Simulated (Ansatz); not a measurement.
# H3InOS2: the cost of one run

Method: RKS CAM-B3LYP-D4/def2-SVP, in Ansatz 0.2.0.

**1. Starting point**

Bond lengths: O1–In2 1.954 Å, In2–S3 2.408 Å, In2–S4 2.427 Å, O1–H5 0.956 Å, S3–H6 1.324 Å, S4–H7 1.326 Å. Angles: O1–In2–S3 110.4°, O1–In2–S4 120.2°, S3–In2–S4 129.4°, In2–O1–H5 116.7°, In2–S3–H6 88.4°, In2–S4–H7 91.9°.

Coordinates:

```xyz
7

O    -1.7636    0.5735   -0.4664
In    0.0240   -0.0800   -0.0238
S     1.3662    1.6996    0.8873
S     0.6074   -2.4031   -0.4153
H    -2.3754   -0.0640   -0.8303
H     0.3260    2.5066    0.7434
H     1.8154   -2.2326    0.1052
```

**2. End point A**

Contents of input.yaml:

```yaml
crystal:
  periodic: [false, false, false]
  atoms:
    - { symbol: O, position_ang: [-1.7636, 0.57352, -0.46645] }
    - { symbol: In, position_ang: [0.02404, -0.07996, -0.02384] }
    - { symbol: S, position_ang: [1.36616, 1.69957, 0.88728] }
    - { symbol: S, position_ang: [0.60739, -2.40314, -0.4153] }
    - { symbol: H, position_ang: [-2.37539, -0.064, -0.83026] }
    - { symbol: H, position_ang: [0.32602, 2.50662, 0.74341] }
    - { symbol: H, position_ang: [1.81538, -2.2326, 0.10517] }
basis:
  gaussian: { orbitals: def2-SVP }
hamiltonian:
  xc: cam_b3lyp
  dispersion: d4
relax:
  f_tol: 0.015
  max_steps: 40
```

Run with:

```
$ ansatz run input.yaml --threads 2 --pin off --max-ram 3072MiB --backend cpu --events-out ev --progress --plain --runs-dir out
```

Q: Estimate wall time and peak memory on 2 threads of Intel Xeon Platinum 8375C at 2.90GHz (Ice Lake), shared host.

About 18 s, with a peak of 0.26 GiB.
